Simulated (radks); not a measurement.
# Ionisation of Pb⁺: one atom, several choices of functional

The task here is to estimate one member of a computed series from the others.

The numbers are computed with radks (a radial shooting solver on a logarithmic mesh, Libxc functionals) version 1 (Dirac Kohn-Sham, spin-unpolarised, spherical densities, finite nucleus; open shells fill j = l - 1/2 first), except any that are marked as measured or tabulated.

### The system

| Property | Result |
| --- | --- |
| element | lead (Z = 82) |
| charge | +1 |
| electrons | 81 |
| configuration | [Hg] 6p1 |
| ion | Pb²⁺, [Hg] |
| choices | XLYP; BP86; BLYP; PW91; revPBE; B86b exchange with PBE correlation; OLYP |

The first run:

Input:

```text
Z 82
configuration [Hg] 6p1
relativity Dirac
functional xlyp
spin unpolarised
j_filling energy
nucleus finite rms 5.5012 fm
c 137.035999084
```

Steps of the session up to this table: XLYP: Pb⁺; XLYP: Pb²⁺; BP86: Pb⁺; BP86: Pb²⁺; BLYP: Pb⁺; BLYP: Pb²⁺; PW91: Pb⁺; PW91: Pb²⁺; revPBE: Pb⁺; revPBE: Pb²⁺; B86b exchange with PBE correlation: Pb⁺; B86b exchange with PBE correlation: Pb²⁺; OLYP: Pb⁺; OLYP: Pb²⁺.

One table of the session follows, with a row left open; its other results are not shown here.

```
                        functional  Δ-SCF (eV)  −ε(HOMO) (eV)  <r> HOMO (bohr)
                              XLYP      14.900         10.959            2.807
                              BP86      14.985         11.107            2.765
                              BLYP      14.864         10.930            2.798
                              PW91      14.916         11.013            2.785
                            revPBE           ?              ?                ?
B86b exchange with PBE correlation      14.852         10.961            2.782
                              OLYP      14.566         10.661            2.813
```

Estimate the missing values for revPBE.

**Answer.** Δ-SCF (eV): 14.713; −ε(HOMO) (eV): 10.835; <r> HOMO (bohr): 2.790. In the column «Δ-SCF (eV)» it lies between OLYP (14.566) and B86b exchange with PBE correlation (14.852).

Spin polarisation and multiplet splitting are left out, so open shells lie too high by an amount that depends on their filling.
